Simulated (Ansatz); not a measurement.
**HF/3-21G run of C4H6 (1,3-butadiene)**

Aim: the electronic atomisation energy of C4H6 (1,3-butadiene) at HF/3-21G, from 3 runs. 

The results are computed with Ansatz 0.2.0.

32 further runs of the same task are left out: 32 set aside as unsound or not needed.

## Step 1: Starting point

C4H6: 10 atoms, total charge 0, spin state singlet. SMILES: `C=CC=C`. Geometry: relaxed at PBE0-D4/def2-TZVP. This is one conformer, not always the lowest.

Bond lengths: C1–C2 1.332 Å, C2–C3 1.449 Å, C3–C4 1.332 Å, C1–H5 1.085 Å, C1–H6 1.083 Å, C2–H7 1.088 Å, C3–H8 1.088 Å, C4–H9 1.085 Å, C4–H10 1.083 Å. Some angles: C1–C2–C3 124.1°, C2–C3–C4 124.1°, C1–C2–H7 119.5°, C3–C2–H7 116.4°, C2–C1–H5 121.2°, C2–C1–H6 121.7°, C2–C3–H8 116.4°, C4–C3–H8 119.5°, C3–C4–H9 121.2°, C3–C4–H10 121.7°.

## Step 2: A single-point energy at HF/3-21G

run.yaml reads:

```yaml
crystal:
  periodic: [false, false, false]
  atoms:
    - {symbol: C, position_ang: [-1.238700, 0.817200, -1.071400]}
    - {symbol: C, position_ang: [-0.552400, 0.453400, 0.010700]}
    - {symbol: C, position_ang: [0.569100, -0.463500, -0.010200]}
    - {symbol: C, position_ang: [1.255300, -0.827500, 1.072000]}
    - {symbol: H, position_ang: [-0.984700, 0.433100, -2.054200]}
    - {symbol: H, position_ang: [-2.072000, 1.506400, -1.011400]}
    - {symbol: H, position_ang: [-0.830800, 0.855200, 0.982800]}
    - {symbol: H, position_ang: [0.847600, -0.865200, -0.982300]}
    - {symbol: H, position_ang: [1.001000, -0.443600, 2.054900]}
    - {symbol: H, position_ang: [2.088600, -1.516600, 1.012000]}
basis:
  gaussian:
    orbitals: 3-21G.json
hamiltonian:
  xc: hf
accuracy: high
output:
  orbitals: {seedname: orbitals}
```

The basis set 3-21G is read from a file made from the Basis Set Exchange's data (not shown).

Launch:

```sh
$ ansatz run run.yaml --threads 1 --pin off --max-ram 3480MiB --events-out events.jsonl --progress --plain --runs-dir runs
```

The log of the run:

```text
Warning: RAYON_NUM_THREADS=1 ignored (pool sized by the plan → 1); use --threads N
Functional definition: HF
  name "HF"
  exchange = exact_x
  correlation = 0
1140 factors; integrals over basis functions are off by at most 5.0e-9 eV
mean field evaluation 1: about -4190.6804 eV, gradient 2.2e1 eV
mean field evaluation 2: about -4190.6609 eV, gradient 2.2e1 eV
mean field evaluation 4: about -4192.1344 eV, gradient 1.7e0 eV
mean field evaluation 8: about -4192.1424 eV, gradient 1.6e-4 eV
mean field -4192.14239443 eV, -154.0583914590 hartree, gradient 1.8e-8 eV, S^2 0.000000; 0 other end points of the search recorded, 0 dependent functions left out
reference -4192.14239443 eV, -154.0583914590 hartree; 15, 15 occupied and 33, 33 virtual orbitals, 1140 factors
Total energy: -4192.14239443 eV, -154.0583914590 hartree
```

Run time: 0.42 s. Hardware: 1 thread of Arm Neoverse V2, shared host; peak memory 0.097 GiB.

## Step 3: The C atom at the same level

run.yaml reads:

```yaml
crystal:
  periodic: [false, false, false]
  atoms:
    - {symbol: C, position_ang: [0.000000, 0.000000, 0.000000]}
basis:
  gaussian:
    orbitals: 3-21G.json
magnetization:
  spin_polarized: true
  initial_magnetization: 2
hamiltonian:
  xc: hf
accuracy: high
```

The basis set 3-21G is read from a file made from the Basis Set Exchange's data (not shown).

Run the same way, it converges to -37.48107 Eh (log not shown).

## Step 4: The H atom

molecule.yaml reads:

```yaml
crystal:
  periodic: [false, false, false]
  atoms:
    - {symbol: H, position_ang: [0.000000, 0.000000, 0.000000]}
basis:
  gaussian: {orbitals: 3-21G.json}
magnetization: {spin_polarized: true, initial_magnetization: 1}
hamiltonian: {xc: hf}
accuracy: high
```

The basis set 3-21G is read from a file made from the Basis Set Exchange's data (not shown).

Launch:

```sh
$ ansatz run molecule.yaml --threads 1 --pin off --max-ram 3480MiB --events-out events.jsonl --progress --plain --runs-dir runs
```

The log of the run:

```text
Warning: RAYON_NUM_THREADS=1 ignored (pool sized by the plan → 1); use --threads N
[... 4 set-up lines as earlier in the session ...]
3 factors; integrals over basis functions are off by at most 1.3e-8 eV
mean field evaluation 1: about -13.4868 eV, gradient 1.3e0 eV
mean field evaluation 2: about -13.4868 eV, gradient 1.3e0 eV
mean field evaluation 4: about -13.5023 eV, gradient 2.1e-5 eV
mean field evaluation 8: about -13.5023 eV, gradient 1.0e-12 eV
mean field -13.50225274 eV, -0.4961986360 hartree, gradient 4.5e-8 eV, S^2 0.750000; 0 other end points of the search recorded, 0 dependent functions left out
reference -13.50225274 eV, -0.4961986360 hartree; 1, 0 occupied and 1, 2 virtual orbitals, 3 factors
Total energy: -13.50225274 eV, -0.4961986360 hartree
```

Run time: 0.04 s. Hardware: 1 thread of Arm Neoverse V2, shared host.

## Step 5: Summary of results

At HF/3-21G:

```
                     quantity          value
       molecule: total energy  -154.05839 Eh
        molecule: HOMO energy       -8.74 eV
        molecule: LUMO energy        3.46 eV
      molecule: HOMO–LUMO gap       12.19 eV
         C atom: total energy   -37.48107 Eh
                 C atom: ⟨S²⟩          2.001
         H atom: total energy    -0.49620 Eh
                 H atom: ⟨S²⟩          0.750
electronic atomisation energy      31.481 eV
```

In words: Taking the molecule apart into free atoms costs 31.48 eV (3037 kJ/mol), before zero-point energy and without spin-orbit coupling. Hartree–Fock lacks the correlation of the bonding pairs, which as a rule makes this value much too low; in minimal bases other errors can mask that. The basis has no polarisation functions, which makes bonds too weak.
